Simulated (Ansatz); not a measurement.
# CH₄FO₂V: basis-set convergence

Aim: see how fast density functionals converge with the basis set for CH₄FO₂V.

Method: one geometry, several basis sets; program: Ansatz 0.2.0, Gaussian basis.

Plan: PBE0-D4/def2-SVP; ωB97M-V/def2-SVP; PBE0-D4/def2-QZVPP; ωB97M-V/def2-QZVPP; the functionals' def2-TZVPP values are taken from earlier runs.

### Step 1. Structure used throughout

All runs share one geometry, relaxed beforehand with PBE0-D4 in a triple-zeta def2 set.

9 atoms, charge 0, spin multiplicity 1.

Atoms are counted from 1 here; the program's logs count them from 0.

Bond lengths: C1–V2 2.001 Å, C1–H6 1.090 Å, C1–H7 1.093 Å, C1–H8 1.093 Å, V2–O3 1.552 Å, V2–O4 1.758 Å, V2–F5 1.733 Å, O4–H9 0.963 Å. Angles: V2–C1–H6 109.8°, V2–C1–H7 106.9°, V2–C1–H8 108.4°, H6–C1–H7 110.1°, H6–C1–H8 110.9°, H7–C1–H8 110.6°, C1–V2–O3 103.9°, C1–V2–O4 105.9°, C1–V2–F5 106.6°, O3–V2–O4 109.2°, O3–V2–F5 113.9°, O4–V2–F5 116.3°, V2–O4–H9 120.0°.

### Step 2. PBE0-D4 in def2-SVP

in.yaml

```yaml
crystal:
  periodic: [false, false, false]
  atoms:
    - {symbol: C, position_ang: [-0.304383, -0.647135, -1.001263]}
    - {symbol: V, position_ang: [0.614406, 0.364727, 0.459762]}
    - {symbol: O, position_ang: [1.866764, -0.494413, 0.777563]}
    - {symbol: O, position_ang: [-0.479133, 0.321775, 1.836060]}
    - {symbol: F, position_ang: [0.982931, 1.932322, -0.180254]}
    - {symbol: H, position_ang: [-0.515425, -1.664304, -0.670191]}
    - {symbol: H, position_ang: [0.378635, -0.664618, -1.854410]}
    - {symbol: H, position_ang: [-1.226852, -0.120752, -1.258619]}
    - {symbol: H, position_ang: [-1.228443, 0.926197, 1.874354]}
basis:
  gaussian: {orbitals: def2-SVP}
hamiltonian: {xc: pbe0, dispersion: d4}
output: {orbitals: {seedname: orbitals}}
```

Further steps of the session: ωB97M-V in def2-SVP; PBE0-D4 in def2-QZVPP; ωB97M-V in def2-QZVPP.

Q: Predict the results of all the runs planned. Wanted: PBE0-D4: double and triple zeta above quadruple; ωB97M-V: double and triple zeta above quadruple.

As calculated:

| quantity | value |
| --- | --- |
| PBE0-D4: double and triple zeta above quadruple | 14.22, 0.93 eV |
| ωB97M-V: double and triple zeta above quadruple | 14.44, 0.88 eV |

What this shows: For PBE0-D4 the step from double to triple zeta gains 13.29 eV and the next only 0.93 eV. Total energies overstate the basis error of differences, where much of it tends to cancel.
